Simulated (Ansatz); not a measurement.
# FGaH2SSi: one species, many methods

How much do the methods differ for FGaH2SSi? The plan is to run it at one geometry with functionals of several rungs and with coupled cluster, and see how far each lands from CCSD(T) at the basis-set limit for the atomisation energy.

Computed with Ansatz 0.2.0, Gaussian basis. Level: functionals in def2-TZVPP, the program's frozen cores in correlated methods.

Plan: LDA (SPW92), PBE-D4, revPBE-D4, BLYP-D4, r2SCAN-D4, B97M-V, PBE0-D4, B3LYP-D4, r2SCANh-D4, r2SCAN0-D4, HSE06-D4, BHLYP-D4, CAM-B3LYP-D4, LC-ωPBE, ωB97X-V, ωB97M-V, B2PLYP, PBE-QIDH; CCSD(T)/def2-SVP; CCSD(T)/def2-TZVPP; MP2/def2-QZVPP; extrapolation to the limit; RPA on PBE.

## (1) Structure used throughout

The geometry comes from an earlier relaxation with PBE0-D4 in a triple-zeta def2 set; it is a stationary point.

6 atoms, charge 0, spin multiplicity 1.

Atoms are counted from 1 here; the program's logs count them from 0.

Bond lengths: F1–Si3 1.623 Å, Ga2–S4 2.350 Å, Si3–S4 2.088 Å, Si3–H5 1.481 Å, Si3–H6 1.481 Å. Angles: F1–Si3–S4 107.6°, F1–Si3–H5 106.2°, F1–Si3–H6 106.2°, S4–Si3–H5 112.9°, S4–Si3–H6 112.9°, H5–Si3–H6 110.6°, Ga2–S4–Si3 93.9°.

## (2) LDA

This LDA is Slater exchange with PW92 correlation.

File in.yaml:

```yaml
crystal:
  periodic: [false, false, false]
  atoms:
    - {symbol: F, position_ang: [0.086218, -1.266020, -0.727564]}
    - {symbol: Ga, position_ang: [-1.690152, -1.311035, 1.501460]}
    - {symbol: Si, position_ang: [0.418621, 0.285109, -0.383441]}
    - {symbol: S, position_ang: [-0.701339, 0.811244, 1.298337]}
    - {symbol: H, position_ang: [1.879242, 0.352599, -0.146990]}
    - {symbol: H, position_ang: [0.049412, 1.064103, -1.587901]}
basis:
  gaussian: {orbitals: def2-TZVPP}
hamiltonian: {xc: lda}
output: {orbitals: {seedname: orbitals}}
```

Started as:

```sh
$ ansatz run in.yaml --threads 2 --pin off --events-out ev --progress --plain --max-ram 4352MiB
```

The runs that follow: PBE-D4 (GGA); revPBE-D4 (GGA); BLYP-D4 (GGA); r2SCAN-D4 (meta-GGA); B97M-V (meta-GGA); B3LYP-D4 (hybrid); r2SCANh-D4 (hybrid); r2SCAN0-D4 (hybrid); HSE06-D4 (hybrid); BHLYP-D4 (hybrid); CAM-B3LYP-D4 (range-separated); LC-ωPBE (range-separated); ωB97X-V (range-separated); ωB97M-V (range-separated); B2PLYP (double hybrid); PBE-QIDH (double hybrid); CCSD(T) in def2-SVP; CCSD(T) in def2-TZVPP; MP2 in def2-QZVPP; RPA on PBE orbitals.

Q: Predict the results of all the runs planned. Wanted: atomisation energy, CCSD(T)/CBS; farthest beyond LDA; mean size of error, GGA; mean size of error, meta-GGA; mean size of error, hybrid; mean size of error, range-separated; mean size of error, double hybrid; gap, smallest and largest; T1 diagnostic.

As calculated:

| quantity | value |
| --- | --- |
| atomisation energy, CCSD(T)/CBS | 1944.3 kJ/mol |
| functionals within 19.4 kJ/mol (1.0 %) | PBE-D4, r2SCAN-D4, B97M-V, ωB97X-V, ωB97M-V |
| farthest beyond LDA | BHLYP-D4 (-75.5 kJ/mol) |
| mean size of error, GGA | 27.3 kJ/mol |
| mean size of error, meta-GGA | 6.0 kJ/mol |
| mean size of error, hybrid | 40.8 kJ/mol |
| mean size of error, range-separated | 21.4 kJ/mol |
| mean size of error, double hybrid | 42.9 kJ/mol |
| gap, smallest and largest | 3.44 eV (LDA (SPW92)), 9.64 eV (LC-ωPBE) |
| T1 diagnostic | 0.0134 |
| triples share of the correlation energy | 3.9 % |

In words: LDA overbinds by 243.2 kJ/mol (13 %). PBE-D4 is off by -2.0 kJ/mol. Double hybrids carry the basis error of their MP2 part in triple zeta, and no dispersion term here, so their miss is partly the set-up's. Taken by rung, meta-GGA functionals do best (6.0 kJ/mol on average) and double hybrid ones worst beyond LDA (42.9 kJ/mol). The reference freezes the cores and leaves out relativity and excitations past (T), and its outer-core shells are covered unevenly, so misses under about 19.4 kJ/mol can't be ranked. Hartree-Fock recovers 73 % of the binding; the rest is correlation. CCSD(T) in def2-SVP is off by -186.6 kJ/mol, more than most functionals: a good method in a small basis is no reference. The gap grows from 3.4 to 9.6 eV across the functionals, mostly with the share of exact exchange. Correlated methods include outer-core shells of Ga, which these sets cover unevenly.
